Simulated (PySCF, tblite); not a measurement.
# C4H5BS− (doublet): geometry, infrared bands and EPR parameters

What infrared bands and EPR parameters should C4H5BS− (doublet) (`[BH2-]c1cccs1`) show?

The runs use tblite 0.8.0 and PySCF 2.14.0, with density-fitted response routines of our own; the level of theory stands in each step. All values are computed, except where a source is named. Atoms count from 0, in the outputs and in this text.

## (1) Starting geometry

11 atoms, charge -1, multiplicity 2; geometry from: force field or distance geometry start.

Bonds of the start (Å): B0–C1 1.58, C1–C2 1.38, C2–C3 1.41, C3–C4 1.38, C4–S5 1.68, S5–C1 1.68, B0–H6 1.19, B0–H7 1.19, C2–H8 1.08, C3–H9 1.09, C4–H10 1.08.

## (2) Relaxing the molecule with GFN2-xTB

Job settings and geometry (Å):

```
{"job": {"kind": "relax", "xc": "GFN2-xTB", "basis": "xTB"}, "charge": -1, "multiplicity": 2}
B      2.278300    -0.139700    -0.112200
C      0.708300     0.067600    -0.099200
C     -0.228200    -0.951400    -0.076800
C     -1.551700    -0.461300    -0.011100
C     -1.637400     0.914400     0.068500
S     -0.080800     1.541600     0.020200
H      2.703400    -0.008800     0.987600
H      2.776700     0.674000    -0.827200
H      0.011600    -2.004800    -0.122800
H     -2.421600    -1.117400     0.017700
H     -2.553200     1.488400     0.129300
```

Launch:

```bash
> OMP_NUM_THREADS=1 python probes_run.py task.json out
```

This one command runs all jobs of the session in turn.

Standard output:

```text
step      E/eV     max force
  0    -426.76701    3.487
  1    -427.09344    1.545
  2    -427.21910    1.177
  3    -427.32396    0.894
  4    -427.40603    0.975
  5    -427.46238    1.003
  6    -427.52247    0.706
  7    -427.58274    0.661
  8    -427.61425    0.584
  9    -427.68372    0.781
 10    -427.74435    0.925
 11    -427.83749    1.161
 12    -427.92613    1.069
 13    -427.99030    0.705
 14    -428.01585    1.401
 15    -428.05652    0.713
 16    -428.09019    0.649
 17    -428.17168    0.697
 18    -428.19897    0.577
 19    -428.23269    0.416
 20    -428.25150    0.267
 21    -428.25912    0.356
 22    -428.26478    0.209
 23    -428.26818    0.184
 24    -428.27319    0.126
 25    -428.27541    0.113
 26    -428.27716    0.105
 27    -428.27828    0.087
 28    -428.27925    0.063
 29    -428.27967    0.045
 30    -428.27988    0.040
 31    -428.28002    0.034
 32    -428.28015    0.028
 33    -428.28025    0.021
 34    -428.28031    0.022
 35    -428.28036    0.023
 36    -428.28041    0.026
 37    -428.28047    0.024
 38    -428.28054    0.020
 39    -428.28060    0.020
 40    -428.28064    0.017
 41    -428.28067    0.014
 42    -428.28070    0.015
 43    -428.28072    0.014
 44    -428.28075    0.014
 45    -428.28076    0.010
 46    -428.28077    0.008
```

It took 0.24 s on 1 thread of Arm Neoverse V1, shared host.

Along the way: (not every step is listed)

| step | energy from step 0 (eV) | largest force (eV/Å) |
| --- | --- | --- |
| 0 | 0.0000 | 3.4869 |
| 1 | -0.3264 | 1.5446 |
| 2 | -0.4521 | 1.1766 |
| 3 | -0.5569 | 0.8939 |
| 4 | -0.6390 | 0.9745 |
| 5 | -0.6954 | 1.0030 |
| 6 | -0.7555 | 0.7063 |
| 7 | -0.8157 | 0.6608 |
| 8 | -0.8472 | 0.5841 |
| 11 | -1.0705 | 1.1611 |
| 14 | -1.2488 | 1.4013 |
| 17 | -1.4047 | 0.6967 |
| 20 | -1.4845 | 0.2669 |
| 23 | -1.5012 | 0.1840 |
| 26 | -1.5101 | 0.1047 |
| 29 | -1.5127 | 0.0453 |
| 32 | -1.5131 | 0.0284 |
| 35 | -1.5133 | 0.0233 |
| 38 | -1.5135 | 0.0204 |
| 41 | -1.5137 | 0.0140 |
| 42 | -1.5137 | 0.0152 |
| 43 | -1.5137 | 0.0137 |
| 44 | -1.5137 | 0.0140 |
| 45 | -1.5137 | 0.0104 |
| 46 | -1.5138 | 0.0082 |

Close pairs (by a distance rule), those that changed most:

| bond | before (Å) | after (Å) | change (Å) |
| --- | --- | --- | --- |
| C1–S5 | 1.676 | 1.800 | +0.124 |
| B0–C1 | 1.584 | 1.481 | -0.103 |
| C4–S5 | 1.679 | 1.750 | +0.071 |
| C1–C2 | 1.384 | 1.412 | +0.028 |
| C2–C3 | 1.413 | 1.385 | -0.028 |
| C4–H10 | 1.083 | 1.074 | -0.008 |
| B0–H6 | 1.186 | 1.194 | +0.008 |
| C3–H9 | 1.090 | 1.085 | -0.005 |

The final coordinates are the input of the step that follows.

## (3) Vibrational analysis with GFN2-xTB

Job settings and geometry (Å):

```
{"job": {"kind": "ir", "xc": "GFN2-xTB", "basis": "xTB"}, "charge": -1, "multiplicity": 2}
B      2.213694     0.113563    -0.040331
C      0.733596     0.166960    -0.037332
C     -0.213722    -0.868165     0.123979
C     -1.543486    -0.483705     0.085447
C     -1.728678     0.865487    -0.110024
S     -0.194379     1.694399    -0.251326
H      2.762683    -0.936287     0.109243
H      2.886800     1.083795    -0.188019
H      0.108285    -1.890549     0.268041
H     -2.377079    -1.168684     0.198212
H     -2.642289     1.425856    -0.183853
```

Standard output:

```text
mode    cm-1     km/mol
  1     168.4      0.90
  2     258.5      0.96
  3     340.7      2.54
  4     404.9      1.02
  5     440.9      5.47
  6     494.5      3.04
  7     547.5      1.29
  8     609.9      5.11
  9     711.6      3.12
 10     715.3      4.81
 11     736.7    100.87
 12     809.3      0.28
 13     810.0     20.57
 14     833.5      9.24
 15    1048.3     13.40
 16    1072.7      3.91
 17    1125.6     24.98
 18    1170.6     33.84
 19    1245.9     85.79
 20    1356.0     12.21
 21    1447.5     78.87
 22    1463.3     30.40
 23    2383.2    469.62
 24    2432.8    451.91
 25    2992.4    170.63
 26    3038.8    195.57
 27    3101.4     95.33
```

Wall time 0.26 s (1 thread of Arm Neoverse V1, shared host).

Which atoms move in the most intense modes:

| cm⁻¹ | km/mol | atoms |
| --- | --- | --- |
| 737 | 100.9 | H7 37 %, H6 34 %, B0 27 % |
| 1246 | 85.8 | H9 24 %, B0 14 %, C4 14 %, H7 12 % |
| 1448 | 78.9 | C3 31 %, C4 20 %, C1 19 %, C2 14 % |
| 2383 | 469.6 | H6 83 % |
| 2433 | 451.9 | H7 85 % |
| 2992 | 170.6 | H9 88 % |
| 3039 | 195.6 | H8 88 % |
| 3101 | 95.3 | H10 91 % |

## (4) g tensor and hyperfine couplings: B3LYP/pcH-1

Settings changed since step 3:

```diff
@@ -1,2 +1,2 @@
-{"job": {"kind": "ir", "xc": "GFN2-xTB", "basis": "xTB"}, "charge": -1, "multiplicity": 2}
+{"job": {"kind": "epr", "basis": "pcH-1"}, "charge": -1, "multiplicity": 2}
 B      2.213694     0.113563    -0.040331
```

With the program's defaults for keys left out, this is: UKS B3LYP, pcH-1 on B C H S, non-relativistic, mean-field spin-orbit, GIAO.

Standard output:

```text
UKS, coarse grid
  cycle   1  E = -578.38822747  |g| = 3.95e-01
  cycle   2  E = -578.29746614  |g| = 5.54e-01
  cycle   3  E = -578.47693041  |g| = 1.51e-01
  cycle   4  E = -578.48863989  |g| = 4.33e-02
  cycle   5  E = -578.48941747  |g| = 2.26e-02
  cycle   6  E = -578.48971103  |g| = 4.41e-03
  cycle   7  E = -578.48973493  |g| = 3.07e-03
  cycle   8  E = -578.48974516  |g| = 1.40e-03
  cycle   9  E = -578.48974875  |g| = 6.14e-04
UKS, final grid
  cycle   1  E = -578.48974595  |g| = 9.29e-04
  cycle   2  E = -578.48974505  |g| = 1.63e-03
  cycle   3  E = -578.48974645  |g| = 9.12e-05
  cycle   4  E = -578.48974645  |g| = 6.29e-05
  cycle   5  E = -578.48974646  |g| = 3.73e-05
  cycle   6  E = -578.48974646  |g| = 1.81e-05
E = -578.48974646 Eh   <S^2> = 0.7655 (exact 0.7500)
g shifts (ppm)      1          2          3
  rmc          -128       -128       -128
  gc             -5         28         27
  oz_so         -38       1002       3641
  total        -170        902       3540
hyperfine (MHz)  atom isotope    a_iso     a_fc   dipolar eigenvalues
    0   11B      22.83      22.87    -22.68    -22.02     44.70
    1   13C     -26.59     -26.71     -0.74     -0.64      1.38
    2   13C      22.75      22.79    -20.96    -20.77     41.73
    3   13C     -24.16     -24.17    -14.73      6.54      8.19
    4   13C      31.61      31.40    -28.06    -26.69     54.75
    5   33S       5.72       6.00    -15.39    -12.54     27.93
    6    1H     -26.79     -26.78    -11.37      1.65      9.72
    7    1H     -26.96     -26.95    -11.48      1.74      9.74
    8    1H     -17.17     -17.18     -8.73     -1.14      9.87
    9    1H       5.52       5.51     -2.66     -0.22      2.89
   10    1H     -22.57     -22.64    -13.76      0.20     13.56
```

It took 43 s on 1 thread of Arm Neoverse V1, shared host; peak memory 0.79 GiB.

Principal g values 2.00215, 2.00322, 2.00586; g(iso) = 2.00374, against 2.00232 for a free electron.

Mean a(iso) over the nuclei that a row names, and the largest dipolar term of the row (other rows stand at the frozen geometry):

| nuclei | isotope | a(iso) (MHz) | a(iso) (G, at g = 2.0023) | largest dipolar term (MHz) |
| --- | --- | --- | --- | --- |
| C4 | 13C | 31.6 | 11.3 | 54.7 |
| H6, H7 | 1H | -26.9 | -9.6 | -11.5 |
| C1 | 13C | -26.6 | -9.5 | 1.4 |
| C3 | 13C | -24.2 | -8.6 | -14.7 |
| B0 | 11B | 22.8 | 8.1 | 44.7 |
| C2 | 13C | 22.7 | 8.1 | 41.7 |
| H10 | 1H | -22.6 | -8.1 | -13.8 |
| H8 | 1H | -17.2 | -6.1 | 9.9 |
| S5 | 33S | 5.7 | 2.0 | 27.9 |
| H9 | 1H | 5.5 | 2.0 | 2.9 |

Mulliken spin populations:

| atom | value (e) |
| --- | --- |
| B0 | 0.57 |
| C1 | -0.04 |
| C2 | 0.25 |
| C3 | -0.12 |
| C4 | 0.32 |
| S5 | 0.11 |
| H6 | -0.04 |
| H7 | -0.03 |
| H8 | -0.01 |
| H9 | 0.00 |
| H10 | -0.02 |

In first order the couplings over 0.8 MHz of 1H, 11B give 96 distinct lines over 59.7 G, if the averaged nuclei exchange fast.

The fields below are evaluated on a grid from the run's orbitals.

ELF in a plane through or near 11 of the atoms.

Ten even steps from ' ' (0.00) to '@' (1.00):
```
                                                        
                                                        
                      ..--++++==--..                    
          ......      --**%%%%##**::                    
        --##%%##..    ==##@@@@%%##::    ..::::          
      --%%@@@@@@**    ==##**::--**--  --%%@@%%--        
    ::**@@@@@@@@@@::  ::++::%%--++##++@@@@@@@@%%..      
    ..++@@@@@@@@@@--::==####::==%%**::%%@@@@@@##..      
      ..**@@@@@@====##++++%%**--++::##++%%%%##--        
        ..--++::@@--@@..##==::  ::##**++--::..          
      ..++%%@@%%====##==**@@******::--++::              
    ..==@@@@@@@@@@--::--**--**##%%--..%%%%**::          
    ..**@@@@@@@@@@--  ..++++--++##++@@@@@@@@##..        
      ==@@@@@@@@@@    ++@@@@@@++::--@@@@@@@@%%::        
        ==%%%%%%::  ..@@@@@@@@++    ==@@@@@@++          
          ..::..      %%@@@@@@==      --++--            
                      ==##%%**..                        
                          ....                          
                                                        
                                                        
```
The map spans 10.9 Å across and 9.0 Å up, centred on the molecule. Atoms in the plane (x, y in Å): B0 (-2.2, 0.2), C1 (-0.7, 0.2), C2 (0.2, -0.9), C3 (1.5, -0.6), C4 (1.8, 0.8), S5 (0.3, 1.7), H6 (-2.8, -0.8), H7 (-2.8, 1.2), H8 (-0.2, -1.9), H9 (2.3, -1.3), H10 (2.7, 1.3).

log10 of the density (e/Å³) in the same plane.

Values, 10 rows by 14 columns:
```
-4.0 -4.0 -4.0 -4.0 -4.0 -4.0 -3.3 -2.9 -3.1 -3.8 -4.0 -4.0 -4.0 -4.0
-4.0 -4.0 -3.6 -3.2 -3.2 -2.6 -1.9 -1.5 -1.7 -2.5 -3.3 -3.7 -4.0 -4.0
-4.0 -3.1 -2.4 -1.9 -2.0 -1.8 -0.8 -0.2 -0.6 -1.6 -1.9 -2.3 -3.4 -4.0
-3.7 -2.4 -1.4 -0.3 -0.6 -1.2 -0.3  2.4  0.1 -0.2  0.0 -1.0 -2.6 -3.8
-3.6 -2.4 -1.3 -0.1  0.0 -0.1  0.1 -0.1 -0.1  1.4 -0.2 -1.2 -2.6 -3.8
-3.7 -2.4 -1.3 -0.1  0.0 -0.1  0.2  0.1  0.1  0.4 -0.8 -1.9 -3.2 -4.0
-3.8 -2.5 -1.4 -0.2 -0.5 -1.2 -0.3  0.7  0.0  0.2 -0.2 -1.6 -3.1 -4.0
-4.0 -3.1 -2.4 -1.9 -2.0 -1.7 -0.6 -0.3 -1.3 -1.3 -1.3 -2.2 -3.5 -4.0
-4.0 -4.0 -3.5 -3.1 -3.1 -2.6 -1.9 -1.8 -2.4 -2.8 -2.9 -3.3 -4.0 -4.0
-4.0 -4.0 -4.0 -4.0 -4.0 -4.0 -3.6 -3.5 -3.9 -4.0 -4.0 -4.0 -4.0 -4.0
```
The map spans 10.9 Å across and 9.0 Å up, centred on the molecule. Atoms in the plane (x, y in Å): B0 (-2.2, 0.2), C1 (-0.7, 0.2), C2 (0.2, -0.9), C3 (1.5, -0.6), C4 (1.8, 0.8), S5 (0.3, 1.7), H6 (-2.8, -0.8), H7 (-2.8, 1.2), H8 (-0.2, -1.9), H9 (2.3, -1.3), H10 (2.7, 1.3).

On the surface of density 0.002 e/bohr³ the electrostatic potential runs, from the 1st to the 99th percentile, from -5.46 V near C1 to -2.56 V near H10.

The spin density lies nearest to B0 27 %; C4 18 %; C2 15 %; S5 10 %.

## (5) Summary of results

```
                                 quantity                  value
strongest single infrared mode (GFN2-xTB)  2383 cm⁻¹, 470 km/mol
             zero-point energy (GFN2-xTB)          45.4 kcal/mol
                           g(iso) (B3LYP)                2.00374
                                     ⟨S²⟩     0.765 (exact 0.75)
       largest a(iso) (averaged by class)    13C on C4, 31.6 MHz
```

In words: The optimisation took 46 steps and gained 1.514 eV; among the close pairs (by a distance rule), C1–S5 changed most, from 1.676 to 1.800 Å. All 27 modes are real, so the xTB geometry is a minimum. The strongest single mode, at 2383 cm⁻¹, moves mainly H6. Unscaled tight-binding wavenumbers are off by several per cent, some by more. Its intensities can rank the bands wrongly. B0 carries the largest spin population, 0.57 e. The isotropic g lies 1.4 ppt above the free-electron value.
